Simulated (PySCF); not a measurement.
# C8H14BN3SSi: NMR shifts at several levels of theory, part 2 of 2

PySCF 2.14.0. Atoms count from 0. The steps go on from the part before.

**6. Shielding tensors: KT2/pcSseg-1**

The job: settings as JSON, then the geometry in Å.

```
{"job": {"kind": "nmr", "xc": "KT2", "basis": "pcSseg-1", "pop": false}, "charge": 0, "multiplicity": 1}
C      3.589442    -0.397287     1.973895
C      2.229686    -0.919356     1.550924
S      2.078557    -1.174373    -0.255691
B      1.343878     0.488332    -0.844026
C      1.943920     1.762643    -0.135238
N      2.382087     2.674343     0.431533
C      1.385700     0.552522    -2.417499
N      1.392379     0.581655    -3.575890
C     -0.187942     0.342037    -0.409798
N     -1.270957     0.118071    -0.053363
Si    -2.884251    -0.453600     0.536901
C     -2.731593    -0.389627     2.390605
C     -4.110751     0.754495    -0.165020
C     -3.016425    -2.176116    -0.153078
H      3.644305    -0.321272     3.072095
H      4.389412    -1.072411     1.636169
H      3.780319     0.599725     1.554013
H      1.424216    -0.248134     1.890612
H      2.029653    -1.905548     1.997277
H     -2.542948     0.636522     2.740210
H     -1.912270    -1.034601     2.742283
H     -3.665990    -0.741738     2.855862
H     -5.132186     0.468453     0.132389
H     -4.068480     0.767958    -1.264542
H     -3.921708     1.774059     0.202893
H     -3.092535    -2.160210    -1.250665
H     -2.134745    -2.774167     0.123202
H     -3.911801    -2.678814     0.245559
```

Level: GIAO KT2/pcSseg-1 NMR shielding, non-relativistic, gas phase.

What it wrote:

```text
coarse grid: 24888 points
cycle   1  E = -1204.2317009564  dE =  1.164e+00  |g| = 8.773e-01  |ddm| = 4.902e+00
cycle   2  E = -1203.4956771760  dE =  7.360e-01  |g| = 1.915e+00  |ddm| = 2.466e+00
cycle   3  E = -1204.3175556741  dE = -8.219e-01  |g| = 6.959e-01  |ddm| = 1.960e+00
cycle   4  E = -1204.4341603147  dE = -1.166e-01  |g| = 1.209e-01  |ddm| = 5.763e-01
cycle   5  E = -1204.4365516233  dE = -2.391e-03  |g| = 6.307e-02  |ddm| = 1.937e-01
cycle   6  E = -1204.4377471363  dE = -1.196e-03  |g| = 1.872e-02  |ddm| = 1.132e-01
cycle   7  E = -1204.4378404709  dE = -9.333e-05  |g| = 7.049e-03  |ddm| = 3.174e-02
cycle   8  E = -1204.4378507091  dE = -1.024e-05  |g| = 2.994e-03  |ddm| = 6.712e-03
cycle   9  E = -1204.4378526793  dE = -1.970e-06  |g| = 5.771e-04  |ddm| = 2.621e-03
final grid: 232728 points
cycle  10  E = -1204.4546660235  dE = -4.060e-04  |g| = 2.682e-02  |ddm| = 8.817e-02
cycle  11  E = -1204.4543891211  dE =  2.769e-04  |g| = 4.008e-02  |ddm| = 6.769e-02
cycle  12  E = -1204.4547823617  dE = -3.932e-04  |g| = 1.205e-02  |ddm| = 5.457e-02
cycle  13  E = -1204.4548135153  dE = -3.115e-05  |g| = 5.325e-03  |ddm| = 1.177e-02
cycle  14  E = -1204.4548198718  dE = -6.356e-06  |g| = 1.234e-03  |ddm| = 5.583e-03
cycle  15  E = -1204.4548202315  dE = -3.597e-07  |g| = 2.898e-04  |ddm| = 1.409e-03
cycle  16  E = -1204.4548202499  dE = -1.845e-08  |g| = 1.477e-04  |ddm| = 3.829e-04
cycle  17  E = -1204.4548202543  dE = -4.337e-09  |g| = 5.512e-05  |ddm| = 1.245e-04
cycle  18  E = -1204.4548202550  dE = -7.121e-10  |g| = 1.629e-05  |ddm| = 6.653e-05
converged SCF energy = -1204.4548202550

GIAO shielding tensors (ppm)
atom      isotropic    diamagn.    paramagn.     s11        s22        s33       span
  0 C      163.720     245.436     -81.717    144.390    162.768    184.000     39.610
  1 C      151.587     255.383    -103.796    133.544    150.401    170.817     37.273
  2 S      545.254    1062.476    -517.222    428.612    510.591    696.560    267.947
  3 B      134.324     188.109     -53.784    128.731    131.188    143.055     14.324
  4 C       71.117     264.505    -193.388    -42.871    -28.757    284.980    327.852
  5 N      -57.056     339.908    -396.964   -232.538   -223.692    285.060    517.598
  6 C       74.448     262.390    -187.942    -36.939    -27.646    287.929    324.868
  7 N      -60.830     339.036    -399.866   -240.096   -227.360    284.966    525.063
  8 C       36.311     274.133    -237.822    -64.434    -53.394    226.762    291.196
  9 N       62.628     342.304    -279.676    -50.965     -3.725    242.576    293.541
 10 Si     338.949     889.742    -550.793    332.123    339.229    345.496     13.372
 11 C      182.895     257.691     -74.796    175.304    183.098    190.283     14.979
 12 C      183.708     255.590     -71.882    177.855    182.054    191.215     13.360
 13 C      183.462     257.240     -73.778    176.849    182.989    190.549     13.700
 14 H       29.942      26.873       3.069     24.926     26.969     37.931     13.006
 15 H       30.034      27.293       2.741     26.089     27.833     36.181     10.091
 16 H       28.986      29.518      -0.532     23.382     30.200     33.374      9.992
 17 H       28.849      38.457      -9.608     23.436     29.759     33.353      9.918
 18 H       28.623      33.672      -5.049     22.399     28.317     35.153     12.754
 19 H       30.513      33.458      -2.945     27.030     27.889     36.620      9.590
 20 H       30.550      35.410      -4.860     26.290     28.715     36.646     10.356
 21 H       30.919      27.091       3.828     26.672     27.878     38.207     11.535
 22 H       30.969      25.298       5.671     26.772     28.017     38.118     11.346
 23 H       30.546      31.650      -1.104     26.305     28.299     37.033     10.729
 24 H       30.584      31.842      -1.257     26.402     28.341     37.011     10.609
 25 H       30.525      32.321      -1.796     26.818     27.848     36.908     10.090
 26 H       30.404      35.288      -4.884     25.864     28.888     36.460     10.596
 27 H       30.955      26.921       4.035     26.762     27.871     38.233     11.471
```

Wall time 58 s (8 threads of Intel Xeon Platinum 8488C (Sapphire Rapids), shared host).

This run: δ C8 146.9, C4 110.4, C1 31.6, C0 19.5, H17 2.44, H14 1.52 ppm (means over like atoms).

**7. Nuclear shieldings: HF/pcSseg-1**

Settings changed since step 6:

```diff
@@ -1,2 +1,2 @@
-{"job": {"kind": "nmr", "xc": "KT2", "basis": "pcSseg-1", "pop": false}, "charge": 0, "multiplicity": 1}
+{"job": {"kind": "nmr", "xc": "HF", "basis": "pcSseg-1", "pop": false}, "charge": 0, "multiplicity": 1}
 C      3.589442    -0.397287     1.973895
```

Method: GIAO HF/pcSseg-1 NMR shielding, non-relativistic, gas phase.

What it wrote:

```text
final grid: 232728 points
cycle   1  E = -1185.3048511592  dE =  2.321e+00  |g| = 8.694e-01  |ddm| = 4.676e+00
cycle   2  E = -1185.4386343428  dE = -1.338e-01  |g| = 7.326e-01  |ddm| = 1.374e+00
cycle   3  E = -1185.5537494689  dE = -1.151e-01  |g| = 1.582e-01  |ddm| = 6.343e-01
cycle   4  E = -1185.5612777649  dE = -7.528e-03  |g| = 5.140e-02  |ddm| = 2.068e-01
cycle   5  E = -1185.5620371808  dE = -7.594e-04  |g| = 1.187e-02  |ddm| = 6.486e-02
cycle   6  E = -1185.5620849842  dE = -4.780e-05  |g| = 5.327e-03  |ddm| = 1.880e-02
cycle   7  E = -1185.5620954038  dE = -1.042e-05  |g| = 2.198e-03  |ddm| = 8.131e-03
cycle   8  E = -1185.5620971775  dE = -1.774e-06  |g| = 6.037e-04  |ddm| = 3.301e-03
cycle   9  E = -1185.5620974557  dE = -2.783e-07  |g| = 2.468e-04  |ddm| = 1.265e-03
cycle  10  E = -1185.5620975245  dE = -6.871e-08  |g| = 1.344e-04  |ddm| = 4.990e-04
cycle  11  E = -1185.5620975505  dE = -2.609e-08  |g| = 5.853e-05  |ddm| = 3.394e-04
cycle  12  E = -1185.5620975555  dE = -4.993e-09  |g| = 2.307e-05  |ddm| = 1.658e-04
cycle  13  E = -1185.5620975559  dE = -4.006e-10  |g| = 1.029e-05  |ddm| = 4.443e-05
converged SCF energy = -1185.5620975559

GIAO shielding tensors (ppm)
atom      isotropic    diamagn.    paramagn.     s11        s22        s33       span
  0 C      172.299     243.081     -70.782    154.872    171.052    190.974     36.102
  1 C      167.175     251.850     -84.675    155.741    164.773    181.011     25.270
  2 S      661.678    1059.372    -397.694    534.894    595.505    854.635    319.741
  3 B      144.443     181.438     -36.995    140.062    140.917    152.350     12.287
  4 C       57.083     265.242    -208.159    -68.897    -57.833    297.979    366.875
  5 N      -89.900     337.167    -427.068   -280.191   -274.852    285.342    565.532
  6 C       59.980     263.253    -203.272    -64.185    -57.713    301.838    366.023
  7 N      -91.985     336.553    -428.538   -285.565   -274.435    284.045    569.610
  8 C       26.172     272.575    -246.403   -101.691    -88.253    268.460    370.151
  9 N       61.913     347.200    -285.287    -76.077    -37.975    299.789    375.866
 10 Si     370.749     880.929    -510.180    350.865    378.100    383.282     32.417
 11 C      191.488     257.190     -65.702    186.122    192.980    195.362      9.240
 12 C      191.930     255.030     -63.100    187.591    191.945    196.254      8.663
 13 C      191.747     256.827     -65.080    186.669    193.060    195.511      8.842
 14 H       30.513      27.482       3.030     25.155     27.267     39.116     13.961
 15 H       30.355      27.839       2.516     25.724     28.064     37.277     11.553
 16 H       29.444      28.899       0.544     23.392     30.455     34.484     11.091
 17 H       30.059      37.529      -7.470     24.446     30.383     35.350     10.904
 18 H       29.569      34.159      -4.590     23.096     28.520     37.091     13.995
 19 H       31.076      33.574      -2.498     27.174     28.267     37.785     10.611
 20 H       31.092      35.518      -4.427     26.442     29.076     37.758     11.316
 21 H       31.410      27.172       4.238     26.677     27.995     39.558     12.881
 22 H       31.433      25.359       6.074     26.722     28.159     39.417     12.695
 23 H       31.067      31.743      -0.676     26.444     28.668     38.090     11.645
 24 H       31.110      31.935      -0.825     26.529     28.706     38.096     11.566
 25 H       31.022      32.471      -1.449     26.946     28.166     37.953     11.007
 26 H       30.916      35.420      -4.504     25.969     29.207     37.571     11.602
 27 H       31.424      27.025       4.399     26.722     27.982     39.569     12.847
```

It took 60 s on 8 threads of Intel Xeon Platinum 8488C (Sapphire Rapids), shared host.

Key values: δ C8 164.7, C4 132.3, C1 23.7, C0 18.5, H17 1.87, H14 1.58 ppm (means over like atoms).

**8. Comparing the runs: NMR shifts**

Shifts (ppm) of some atoms, chosen among heavy atoms and hydrogens apart, means over like atoms, with basis size and wall time:

| run | C8 | C4 | H17 | H14 | S2 | N5 | N9 | functions | time |
| --- | --- | --- | --- | --- | --- | --- | --- | --- | --- |
| PBE0/pcSseg-1 | 158.7 | 124.9 | 2.23 | 1.52 | -78 | 346.4 | 211.2 | 322 | 98 s |
| PBE/pcSseg-1 | 157.3 | 119.5 | 2.40 | 1.51 | -32 | 343.0 | 216.1 | 322 | 58 s |
| wB97X-D/pcSseg-1 | 158.2 | 126.1 | 2.11 | 1.53 | -89 | 343.9 | 208.6 | 322 | 2.1 min |
| KT2/pcSseg-1 | 146.9 | 110.4 | 2.44 | 1.52 | -27 | 323.2 | 201.7 | 322 | 58 s |
| HF/pcSseg-1 | 164.7 | 132.3 | 1.87 | 1.58 | -148 | 356.7 | 203.8 | 322 | 60 s |

**9. Summary of results**

This closing draws on all 2 parts.

| quantity | value |
| --- | --- |
| point group | C1 |
| rotational constants (main isotopes) | 0.68, 0.30, 0.27 GHz |
| 13C shifts against TMS (PBE0/pcSseg-1, means over atoms taken as alike) | 158.7, 124.9, 29.3, 18.5, -0.7 ppm |
| 1H shifts against TMS (PBE0/pcSseg-1, means over atoms taken as alike) | 2.23, 1.52, 0.52 ppm |
| 33S shifts against CS2 (PBE0/pcSseg-1) | -78 ppm |
| 11B shifts against BF3·OEt2 (PBE0/pcSseg-1) | -35.4 ppm |
| 15N shifts against NH3 (PBE0/pcSseg-1, means over atoms taken as alike) | 346.4, 211.2 ppm |
| 29Si shifts against TMS (PBE0/pcSseg-1) | 23.6 ppm |
| range of the shift of S2 | -148 to -27 ppm |

**Reading.** Single values in the summary come from the first sound run of each kind (PBE0/pcSseg-1), which need not be the best level. The optimisation took 13 steps and gained 0.397 eV; among the close pairs (by a distance rule), B3–C8 changed most, from 1.517 to 1.599 Å. At PBE0/pcSseg-1: Shielding is most anisotropic at N5, N7 (span 559 ppm, paramagnetic term -419 ppm). In ppm, S2 moves most: its shift spreads over 122 ppm, from -148 (HF/pcSseg-1) to -27 (KT2/pcSseg-1).
